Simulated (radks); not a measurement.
# Nuclear size and the levels of Ge²⁺

An exercise on one series of results from a longer session: the logs are not shown, and one member is left open.

Method: Dirac Kohn-Sham, exchange-only LDA, spin-unpolarised, spherical densities, finite nucleus. Code: radks (a radial shooting solver on a logarithmic mesh, Libxc functionals) version 1.

## The system

```
element            : germanium (Z = 32)
charge             : +2
electrons          : 30
configuration      : [Ar] 3d10 4s2
nuclear rms radius : 4.0742 fm
```

The outer shells:

Ge²⁺
```
[Ar] core
3d [↑↓][↑↓][↑↓][↑↓][↑↓]
4s [↑↓]
```

The first run:

Input:

```text
Z 32
configuration [Ar] 3d10 4s2 4p0 5s0
relativity Dirac
functional lda,
spin unpolarised
j_filling average
nucleus finite rms 4.0742 fm
c 137.035999084
```

Among the steps run: rms radius 4.0742 fm.

One table of the session follows, with a row left open; its other results are not shown here.

Radial moments (bohr):

```
level     <r>  outermost maximum (interpolated)  90 % within  nodes
3p1/2  0.6406                             0.538        0.987      1
3p3/2       ?                                 ?            ?      ?
3d3/2  0.7309                             0.500         1.24      0
3d5/2  0.7361                             0.503         1.25      0
4s1/2   1.948                              1.67         2.88      3
4p1/2   2.321                              1.96         3.48      2
4p3/2   2.353                              1.99         3.53      2
5s1/2   4.730                              4.38         6.80      4
```

**Question.** Estimate the row for 3p3/2.

**Answer.** <r>: 0.6515; outermost maximum (interpolated): 0.546; 90 % within: 1.00; nodes: 1. In the column «<r>» it lies between 3p1/2 (0.6406) and 3d3/2 (0.7309).
